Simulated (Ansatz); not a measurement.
# ScAs2: the cost of one run

Program: Ansatz 0.2.0. Level of theory: DFT PBE, scalar-relativistic, plane waves, PAW. These are calculated values, not measurements.

## Step 1: The starting structure

The structure is trigonal, space group P-3m1 (No. 164). The conventional cell has a = 3.666 Å, b = 3.666 Å, c = 6.215 Å, α = 90.00°, β = 90.00°, γ = 120.00°. Sc (site symmetry -3m) is surrounded by 6 As at 2.51 Å. As (site symmetry 3m) is surrounded by 3 Sc at 2.51 Å.

As a file:

```
CELL_PARAMETERS angstrom
3.66636 0.00000 0.00000
-1.83318 3.17516 0.00000
0.00000 0.00000 6.21526
ATOMIC_POSITIONS crystal
Sc 0.00000 0.00000 0.50000
As 0.66667 0.33333 0.71756
As 0.33333 0.66667 0.28244
```

A structure generator made this guess: species swapped into a database cell of Sc2C (P-3m1, No. 164), with As on the Sc sites and Sc on the C sites. The dimensions are guesses.

## Step 2: The guess as it stands, on a coarse mesh

Contents of input.yaml:

```yaml
crystal:
  lattice:
    - [3.66635983, 0.0, 0.0]
    - [-1.83317991, 3.17516075, 0.0]
    - [0.0, 0.0, 6.21526003]
  atoms:
    - { symbol: Sc, position: [0.0, 0.0, 0.5] }
    - { symbol: As, position: [0.66666667, 0.33333333, 0.71756369] }
    - { symbol: As, position: [0.33333333, 0.66666667, 0.28243631] }
basis:
  ecutwfc: 420
kpoints:
  mp_grid: { grid: [6, 6, 4] }
hamiltonian:
  xc: pbe
scf:
  occupations: { method: gaussian, width: 0.1 }
  lower_state_search: "off"
output:
  forces: true
  stress: true
  eigenvalues: true
```

On the command line:

```bash
$ ansatz run input.yaml --threads 1 --pin off --max-ram 2560MiB --backend cpu --events-out ev --progress --plain --runs-dir out
```

What time and memory should one allow on 1 thread of AMD EPYC 7R32 (Zen 2), shared host?

About 2.1 s, with a peak of 0.42 GiB.
